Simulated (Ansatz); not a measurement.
# F2H4OW: the cost of one run

Method: RKS PBE0/def2-SVP, in Ansatz 0.2.0.

### Step 1. The structure to begin with

Bond lengths: W1–O2 1.940 Å, O2–H3 1.010 Å, W1–H4 1.720 Å, W1–F5 1.850 Å, W1–H6 1.720 Å, W1–F7 1.850 Å, W1–H8 1.720 Å. Angles (14 of 16 angles, heavy atoms first): O2–W1–F5 90.0°, O2–W1–F7 90.0°, F5–W1–F7 180.0°, W1–O2–H3 109.5°, O2–W1–H4 90.0°, O2–W1–H6 90.0°, O2–W1–H8 180.0°, H4–W1–F5 90.0°, H4–W1–F7 90.0°, F5–W1–H6 90.0°, F5–W1–H8 90.0°, H6–W1–F7 90.0°, F7–W1–H8 90.0°, H4–W1–H6 180.0°.

As a file:

```xyz
8

W     0.0000    0.0000    0.0000
O     0.0000    0.0000    1.9400
H    -0.9095   -0.2814    2.2771
H     1.7200    0.0000    0.0000
F     0.0000    1.8500    0.0000
H    -1.7200    0.0000    0.0000
F     0.0000   -1.8500    0.0000
H     0.0000    0.0000   -1.7200
```

### Step 2. Relaxing the start

Input file input.yaml:

```yaml
crystal:
  periodic: [false, false, false]
  atoms:
    - { symbol: W, position_ang: [0.0, 0.0, 0.0] }
    - { symbol: O, position_ang: [0.0, 0.0, 1.94] }
    - { symbol: H, position_ang: [-0.9095, -0.2814, 2.2771] }
    - { symbol: H, position_ang: [1.72, 0.0, 0.0] }
    - { symbol: F, position_ang: [0.0, 1.85, 0.0] }
    - { symbol: H, position_ang: [-1.72, 0.0, 0.0] }
    - { symbol: F, position_ang: [0.0, -1.85, 0.0] }
    - { symbol: H, position_ang: [0.0, 0.0, -1.72] }
basis:
  gaussian: { orbitals: def2-SVP }
hamiltonian:
  xc: pbe0
relax:
  f_tol: 0.02
  max_steps: 40
```

The run is started by

```console
$ ansatz run input.yaml --threads 1 --pin off --max-ram 2048MiB --backend cpu --events-out ev --progress --plain --runs-dir out
```

What time and memory should one allow on 1 thread of Arm Neoverse V2, shared host?

About 80 s, with a peak of 0.19 GiB.
